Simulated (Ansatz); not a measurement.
# CH4FInTe: how energies converge with the basis set

Aim: see how fast density functionals converge with the basis set for CH4FInTe.

Computed with Ansatz 0.2.0, Gaussian basis. Level: one geometry, several basis sets.

Levels to be run: PBE0-D4/def2-SVP; ωB97M-V/def2-SVP; PBE0-D4/def2-QZVPP; ωB97M-V/def2-QZVPP; the functionals' def2-TZVPP values are taken from earlier runs.

## 1. The geometry

An earlier PBE0-D4 in a triple-zeta def2 set relaxation fixed the geometry. In, Te take the def2 core potential; no spin-orbit term is included.

8 atoms, charge 0, spin multiplicity 1.

Atoms are counted from 1 here; the program's logs count them from 0.

Bond lengths: C1–In2 2.133 Å, C1–H5 1.089 Å, C1–H6 1.090 Å, C1–H7 1.090 Å, In2–F3 1.964 Å, In2–Te4 2.676 Å, Te4–H8 1.657 Å. Angles: In2–C1–H5 111.0°, In2–C1–H6 108.5°, In2–C1–H7 108.4°, H5–C1–H6 109.9°, H5–C1–H7 110.0°, H6–C1–H7 109.0°, C1–In2–F3 114.2°, C1–In2–Te4 136.4°, F3–In2–Te4 109.4°, In2–Te4–H8 88.6°.

## 2. PBE0-D4 in def2-SVP

Contents of in.yaml:

```yaml
crystal:
  periodic: [false, false, false]
  atoms:
    - {symbol: C, position_ang: [-0.026974, 1.434406, -0.830230]}
    - {symbol: In, position_ang: [0.078969, -0.373265, 0.297701]}
    - {symbol: F, position_ang: [1.368208, -0.323558, 1.777902]}
    - {symbol: Te, position_ang: [-1.112885, -2.768461, 0.237283]}
    - {symbol: H, position_ang: [-0.722512, 1.336122, -1.661846]}
    - {symbol: H, position_ang: [-0.352396, 2.236500, -0.167144]}
    - {symbol: H, position_ang: [0.970532, 1.666616, -1.203905]}
    - {symbol: H, position_ang: [-0.202931, -3.208351, 1.550249]}
basis:
  gaussian: {orbitals: def2-SVP}
hamiltonian: {xc: pbe0, dispersion: d4}
output: {orbitals: {seedname: orbitals}}
```

After this run come: ωB97M-V in def2-SVP; PBE0-D4 in def2-QZVPP; ωB97M-V in def2-QZVPP.

Before running them: what should the planned runs give, taken together? Wanted: PBE0-D4: double and triple zeta above quadruple; ωB97M-V: double and triple zeta above quadruple.

The runs gave:

| quantity | value |
| --- | --- |
| PBE0-D4: double and triple zeta above quadruple | 5.60, 0.32 eV |
| ωB97M-V: double and triple zeta above quadruple | 5.79, 0.32 eV |

**Reading.** PBE0-D4 gains 5.28 eV from double to triple zeta, then 0.32 eV more. Total energies overstate the basis error of differences, where much of it tends to cancel.
